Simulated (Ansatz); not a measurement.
# RbLuO2, relaxed

The start is RbLuO2, a database structure at a slightly changed volume. Where does it settle when we relax cell and atoms, and what is it like there?

Method: DFT, r2SCAN, no spin polarisation, plane waves, PAW, in Ansatz 0.2.0.

### Step 1. The system as given

Symmetry: R-3m, No. 166, trigonal system. The conventional cell has a = 3.392 Å, b = 3.392 Å, c = 19.102 Å, α = 90.00°, β = 90.00°, γ = 120.00°. Around Rb (site symmetry -3m) lie 6 O at 2.88 Å. Around Lu (site symmetry -3m) lie 6 O at 2.23 Å. O (site symmetry 3m) has 3 Lu at 2.23 Å and 3 Rb at 2.88 Å as nearest neighbours.

Coordinates:

```
CELL_PARAMETERS angstrom
3.39155 0.00000 0.00000
-1.69578 2.93717 0.00000
0.00000 -1.95811 6.36747
ATOMIC_POSITIONS crystal
Rb 0.00000 0.00000 0.00000
Lu 0.50000 0.00000 0.50000
O 0.22300 0.44600 0.66900
O 0.77700 0.55400 0.33100
```

It starts from an earlier solution of the starting cell (checkpoint.read).

### Step 2. Relaxing

File input.yaml:

```yaml
crystal:
  lattice:
    - [3.391552, 0.0, 0.0]
    - [-1.695776, 2.937174, 0.0]
    - [0.0, -1.958113, 6.367469]
  atoms:
    - { symbol: Rb, position: [0.0, 0.0, 0.0] }
    - { symbol: Lu, position: [0.5, 0.0, 0.5] }
    - { symbol: O, position: [0.223, 0.446, 0.669] }
    - { symbol: O, position: [0.777, 0.554, 0.331] }
  symmetry: { tolerance: 0.0003 }
kpoints:
  mp_grid: { grid: [7, 7, 7], shift: [0, 0, 0] }
magnetization:
  spin_polarized: false
scf:
  occupations: { method: fermi_dirac }
  lower_state_search: "off"
hamiltonian:
  pseudopotentials: { kind: paw }
  xc: r2scan
basis:
  ecutwfc: 500
  fft_grid_basis: typed
relax:
  max_steps: 60
  cell: { p_target: 0.0 }
  f_tol: 0.03
output:
  forces: true
  stress: true
  eigenvalues: true
  bader: true
  populations: true
  elf: true
  write_potential: true
  volumetric_format: npy
  dos:
    e_range: [-12, 8]
    de: 0.05
    projected: { site_lists: { Lu: [Lu], O: [O], Rb: [Rb] } }
checkpoint:
  read: saved_state
```

Run with:

```sh
ansatz run input.yaml --threads 2 --pin off --max-ram 2560MiB --backend cpu --events-out ev --progress --plain --runs-dir out
```

Before running it: what results should come out? Wanted: moves; energy gained; largest move; cell; volume; pressure at the end; gap; least direct gap; Bader charges.

**Answer**, as computed:

| quantity | value |
| --- | --- |
| moves | 4 |
| energy gained | 10.3 meV/atom |
| largest move | 0.03 Å (O) |
| space group (0.01 Å), before / after | R-3m / R-3m |
| cell | a = 3.400 Å, b = 3.400 Å, c = 6.779 Å, α = 104.52°, β = 90.00°, γ = 120.00° |
| volume | 16.24 Å³/atom (+2.4 %) |
| pressure at the end | 0.01 GPa |
| formation energy (elements from separate runs) | -2.95 eV/atom |
| gap (mesh) | 3.90 eV, indirect |
| least direct gap | 4.08 eV |
| Bader charges | Rb +0.81, Lu +2.14, O -1.48 e |

In words: The volume grew by 2.4 %, and the largest move of an atom is 0.03 Å apart from the change of the cell; the energy fell by 10.3 meV per atom. With 12 symmetry operations imposed, the end may be a saddle point towards distortions that break them. It is gapped: 3.90 eV, with the least direct gap at 4.08 eV. A semilocal functional usually gives too small a gap. Set against separate runs on the elements (Rb bcc, Lu hcp, O2 molecule), it forms at -2.95 eV per atom, a bound cell by that test. At the density minimum between Rb and O (2.89 Å) the ELF is 0.05 and the density 0.12 e/Å³, a closed-shell (ionic or weak) contact.
